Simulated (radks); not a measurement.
# Ge inside a hard spherical wall

What does compression do to the levels of Ge? A hard sphere of shrinking radius stands in for pressure; the configuration is held at [Ar] 3d10 4s2 4p2.

Method: scalar-relativistic Kohn-Sham, LDA (Slater exchange, Perdew-Wang correlation), spin-unpolarised, spherical densities, finite nucleus. Code: radks (a radial shooting solver on a logarithmic mesh, Libxc functionals) version 1.

### Step 1. The atom as given

| Item | Value |
| --- | --- |
| element | germanium (Z = 32) |
| charge | 0 |
| electrons | 32 |
| configuration | [Ar] 3d10 4s2 4p2 |
| nuclear rms radius | 4.0742 fm |

The outer shells:

Ge
```
[Ar] core
3d [↑↓][↑↓][↑↓][↑↓][↑↓]
4s [↑↓]
4p [↑ ][↑ ][  ]
```

### Step 2. The free atom

Settings of this run:

```text
Z 32
configuration [Ar] 3d10 4s2 4p2 5s0 4d0 5p0
relativity scalar-relativistic
functional lda,pw
spin unpolarised
nucleus finite rms 4.0742 fm
c 137.035999084
```

### Step 3. Wall at 20 bohr

Settings, as their differences from step 2:

```diff
@@ -6,2 +6,3 @@
 nucleus finite rms 4.0742 fm
+wall 20 bohr
 c 137.035999084
```

### Step 4. Wall at 15 bohr

Settings, as their differences from step 3:

```diff
@@ -6,3 +6,3 @@
 nucleus finite rms 4.0742 fm
-wall 20 bohr
+wall 15 bohr
 c 137.035999084
```

### Step 5. Wall at 12 bohr

Settings, as their differences from step 4:

```diff
@@ -6,3 +6,3 @@
 nucleus finite rms 4.0742 fm
-wall 15 bohr
+wall 12 bohr
 c 137.035999084
```

### Step 6. Wall at 8 bohr

Settings, as their differences from step 5:

```diff
@@ -6,3 +6,3 @@
 nucleus finite rms 4.0742 fm
-wall 12 bohr
+wall 8 bohr
 c 137.035999084
```

### Step 7. Wall at 7 bohr

Settings, as their differences from step 6:

```diff
@@ -6,3 +6,3 @@
 nucleus finite rms 4.0742 fm
-wall 8 bohr
+wall 7 bohr
 c 137.035999084
```

### Step 8. Wall at 5 bohr

Settings, as their differences from step 7:

```diff
@@ -6,3 +6,3 @@
 nucleus finite rms 4.0742 fm
-wall 7 bohr
+wall 5 bohr
 c 137.035999084
```

### Step 9. Wall at 4 bohr

Settings, as their differences from step 8:

```diff
@@ -6,3 +6,3 @@
 nucleus finite rms 4.0742 fm
-wall 5 bohr
+wall 4 bohr
 c 137.035999084
```

### Step 10. Wall at 2.5 bohr

Settings, as their differences from step 9:

```diff
@@ -6,3 +6,3 @@
 nucleus finite rms 4.0742 fm
-wall 4 bohr
+wall 2.5 bohr
 c 137.035999084
```

### Step 11. Wall at 2 bohr

Settings, as their differences from step 10:

```diff
@@ -6,3 +6,3 @@
 nucleus finite rms 4.0742 fm
-wall 2.5 bohr
+wall 2 bohr
 c 137.035999084
```

### Step 12. Wall at 1.5 bohr

Settings, as their differences from step 11:

```diff
@@ -6,3 +6,3 @@
 nucleus finite rms 4.0742 fm
-wall 2 bohr
+wall 1.5 bohr
 c 137.035999084
```

Before running it: what results should come out? Wanted: for each run, R; E − E(free); ε(4p); ε(5s, empty); ε(5p, empty); ε(4d, empty); pressure.

The runs gave:

```
R (bohr)  E − E(free) (eV)  ε(4p) (eV)  ε(5s, empty) (eV)  ε(5p, empty) (eV)  ε(4d, empty) (eV)  pressure (GPa)
    free             0.000      -4.047             -0.451                  -                  -               0
      20             0.000      -4.047             -0.439              0.363              0.768        < 0.0001
      15             0.000      -4.046             -0.369              0.691              1.110        < 0.0001
      12             0.001      -4.041             -0.162              1.270              1.531        0.000794
       8             0.092      -3.843              1.574              4.472              3.218           0.134
       7             0.273      -3.569              3.128              6.846              4.313           0.525
       5             2.689      -1.356             12.818             19.510              9.796            11.2
       4             9.557       2.836             28.595             38.017             17.609            68.4
     2.5            90.556      33.566             127.42             144.24             61.898            2187
       2            235.23      75.807             245.45             264.82             112.18           10584
     1.5            762.48      201.21             554.31             569.45             240.65           77624
```

What this shows: At the tightest wall, 1.5 bohr, the energy stands 762.48 eV above the free atom and the pressure, −dE/dV, is 77624 GPa. Of the levels in the table that exist at both ends, 5s (empty) rises most from the free atom (554.76 eV). From R = 4 bohr inwards the highest occupied level lies above zero, pushed up by confinement. Shells are not refilled when levels cross, and a hard wall is a model, not a crystal.
